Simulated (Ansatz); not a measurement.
**MgO (Fm-3m): zero-pressure volume and bulk modulus with r²SCAN + D3(BJ)-ATM**

An exercise on one series of results from a longer session: the logs are not shown, and one member is left open.

The COD cell was measured well above room temperature, so it is larger than a cold one.

Program: Ansatz 0.2.0. Level of theory: DFT r²SCAN + D3(BJ)-ATM, scalar-relativistic, plane waves, PAW. These are calculated values, not measurements.

## The structure to begin with

The structure is cubic, space group Fm-3m (No. 225). Conventional cell: a = 4.270 Å, b = 4.270 Å, c = 4.270 Å, α = 90.00°, β = 90.00°, γ = 90.00°. Around Mg (site symmetry m-3m) lie 6 O at 2.14 Å. Around O (site symmetry m-3m) lie 6 Mg at 2.14 Å.

As a file:

```cif
data_structure
_symmetry_space_group_name_H-M 'Fm-3m'
_symmetry_Int_Tables_number 225
_cell_length_a 4.2703
_cell_length_b 4.2703
_cell_length_c 4.2703
_cell_angle_alpha 90.000
_cell_angle_beta 90.000
_cell_angle_gamma 90.000
_cell_volume 77.87
loop_
_atom_site_label
_atom_site_type_symbol
_atom_site_symmetry_multiplicity
_atom_site_Wyckoff_symbol
_atom_site_fract_x
_atom_site_fract_y
_atom_site_fract_z
_atom_site_occupancy
Mg1 Mg 4 a 0.00000 0.00000 0.00000 1
O1 O 4 b 0.50000 0.00000 0.00000 1
```

At PBE, an earlier run found -1.69 GPa for this cell of 9.734 Å³/atom (10×10×10 mesh), gap on the mesh 4.35 eV.

The first run:

Input file input.yaml:

```yaml
crystal:
  lattice:
    - [0.0, 2.135149143, 2.135149143]
    - [2.135149143, 0.0, 2.135149143]
    - [2.135149143, 2.135149143, 0.0]
  atoms:
    - { symbol: Mg, position: [0.0, 0.0, 0.0] }
    - { symbol: O, position: [0.5, 0.5, 0.5] }
basis:
  ecutwfc: 500
  ecutrho_ratio: 4
kpoints:
  mp_grid: { grid: [10, 10, 10] }
hamiltonian:
  xc: r2scan
  dispersion: d3bjatm
scf:
  occupations: { method: gaussian, width: 0.05 }
output:
  forces: true
  stress: true
  eigenvalues: true
```

The run is started by

```sh
$ ansatz run input.yaml --threads 4 --pin off --max-ram 8192MiB --backend cpu --events-out ev --progress --plain --runs-dir out
```

Among the steps run: At the given cell; Stepping to 9.180 Å³/atom; Stepping to 9.204 Å³/atom; Volume × 0.98 of the new zero; Volume × 1.02 of the new zero; Volume × 0.96 of the new zero; Volume × 1.04 of the new zero.

One table of the session follows, with a row left open; its other results are not shown here.

It belongs to the step «Energy and pressure against volume». 

| volume (Å³/atom) | energy (meV/atom) | pressure (GPa) |
| --- | --- | --- |
| 8.836 | 8.43 | 7.60 |
| 9.020 | ? | ? |
| 9.204 | 0.00 | 0.00 |
| 9.388 | 1.89 | -3.25 |
| 9.572 | 7.35 | -6.19 |

Q: Estimate the row for volume (Å³/atom) = 9.020 from the others.

Worked estimate for «energy (meV/atom)». A straight line through the neighbours (8.836, 8.43) and (9.204, 0.00) gives 8.43 + (0.00 − 8.43) × (9.020 − 8.836) / (9.204 − 8.836) = 4.22; a parabola fitted to 3 rows on both sides gives 2.18.

**Answer.** energy (meV/atom): 2.04; pressure (GPa): 3.61. In «energy (meV/atom)» the line misses by +2.18 and the parabola by +0.14.
